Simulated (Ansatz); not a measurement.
**Cl2H3InOSi: basis-set convergence**

The task here is to estimate one member of a computed series from the others.

Method: one geometry, several basis sets; program: Ansatz 0.2.0, Gaussian basis.

Levels to be run: PBE0-D4/def2-SVP; ωB97M-V/def2-SVP; PBE0-D4/def2-QZVPP; ωB97M-V/def2-QZVPP; the functionals' def2-TZVPP values are taken from earlier runs.

## The relaxed structure

The geometry comes from an earlier relaxation with PBE0-D4 in a triple-zeta def2 set; it is a stationary point, not always the lowest conformer. In takes the def2 core potential; no spin-orbit term is included.

SMILES `[SiH3][O][In]([Cl])[Cl]`, 8 atoms, charge 0, spin multiplicity 1.

Atoms are counted from 1 here; the program's logs count them from 0.

Bond lengths: Si1–O2 1.638 Å, Si1–H6 1.490 Å, Si1–H7 1.487 Å, Si1–H8 1.486 Å, O2–In3 1.950 Å, In3–Cl4 2.296 Å, In3–Cl5 2.288 Å. Angles: O2–Si1–H6 111.2°, O2–Si1–H7 109.6°, O2–Si1–H8 109.4°, H6–Si1–H7 108.7°, H6–Si1–H8 108.8°, H7–Si1–H8 109.2°, Si1–O2–In3 136.8°, O2–In3–Cl4 119.8°, O2–In3–Cl5 118.1°, Cl4–In3–Cl5 122.1°.

The first run:

Input file in.yaml:

```yaml
crystal:
  periodic: [false, false, false]
  atoms:
    - {symbol: Si, position_ang: [-1.170810, -0.098325, 0.976492]}
    - {symbol: O, position_ang: [-0.191754, 0.710225, -0.058937]}
    - {symbol: In, position_ang: [1.348438, 0.290875, -1.178543]}
    - {symbol: Cl, position_ang: [2.183822, -1.847446, -1.214412]}
    - {symbol: Cl, position_ang: [2.266486, 1.977028, -2.423981]}
    - {symbol: H, position_ang: [-0.723494, -1.509196, 1.148781]}
    - {symbol: H, position_ang: [-2.561024, -0.099010, 0.449442]}
    - {symbol: H, position_ang: [-1.151676, 0.575839, 2.301148]}
basis:
  gaussian: {orbitals: def2-SVP}
hamiltonian: {xc: pbe0, dispersion: d4}
output: {orbitals: {seedname: orbitals}}
```

Steps of the session up to this table: PBE0-D4 in def2-SVP; ωB97M-V in def2-SVP; PBE0-D4 in def2-QZVPP; ωB97M-V in def2-QZVPP.

One of the session's tables, all rows but one given; the rest of the session is left out.

It belongs to the step «Functionals by basis». 

```
functional       basis  HOMO (eV)  LUMO (eV)
   PBE0-D4    def2-SVP      -8.70      -2.63
   PBE0-D4  def2-TZVPP      -8.81      -2.74
   PBE0-D4  def2-QZVPP      -8.83      -2.78
   ωB97M-V    def2-SVP     -10.94      -0.57
   ωB97M-V  def2-TZVPP     -11.11      -0.79
   ωB97M-V  def2-QZVPP          ?          ?
```

Q: Estimate the row for ωB97M-V, def2-QZVPP from the others.

The run gave: HOMO (eV): -11.13; LUMO (eV): -0.90. In the column «HOMO (eV)» it is the lowest.
